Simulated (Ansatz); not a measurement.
# TiN+ (triplet): from Hartree-Fock to the top rungs, def2-TZVPP

An exercise on one series of results from a longer session: the logs are not shown, and one member is left open.

The runs use Ansatz 0.2.0, Gaussian basis; def2-TZVPP, core rule «outside noble gas», up to 10 orbitals frozen.

To be run: UHF; ROHF; CCSD(T) on UHF.

2 further runs of the same task are left out: 2 set aside as unsound or not needed.

### The system

The geometry is a PBE0/def2-TZVP stationary point (not a proven minimum) of the parent state, kept for this charge and spin.

2 atoms, charge 1, spin multiplicity 3.

Atoms are counted from 1 here; the program's logs count them from 0.

Bond lengths: Ti1–N2 1.543 Å.

Coordinates:

```xyz
2

Ti    0.0000    0.0000    0.0000
N     0.0000    0.0000    1.5425
```

The first run:

The input, in.yaml:

```yaml
crystal:
  periodic: [false, false, false]
  atoms:
    - {symbol: Ti, position_ang: [0.000000, 0.000000, 0.000000]}
    - {symbol: N, position_ang: [0.000000, 0.000000, 1.542510]}
basis:
  gaussian: {orbitals: def2-TZVPP}
total_charge: 1
magnetization: {spin_polarized: true, initial_magnetization: 2}
hamiltonian: {xc: hf}
output: {orbitals: {seedname: orbitals}}
```

Command:

```
$ ansatz run in.yaml --threads 1 --pin off --events-out ev --progress --plain --max-ram 2560MiB --backend cpu
```

Among the steps run: UHF; ROHF; CCSD(T) on UHF.

One table of the session follows, with a row left open; its other results are not shown here.

| method | from UCCSD(T) (kJ/mol) |
| --- | --- |
| ROHF | ? |
| UHF | +764.1 |
| UMP2 | +47.0 |
| UCCSD | +59.9 |
| UCCSD(T) | 0 |

Q: Estimate the row for ROHF from the others.

The run gave: from UCCSD(T) (kJ/mol): +791.5. In the column «from UCCSD(T) (kJ/mol)» it is the highest.
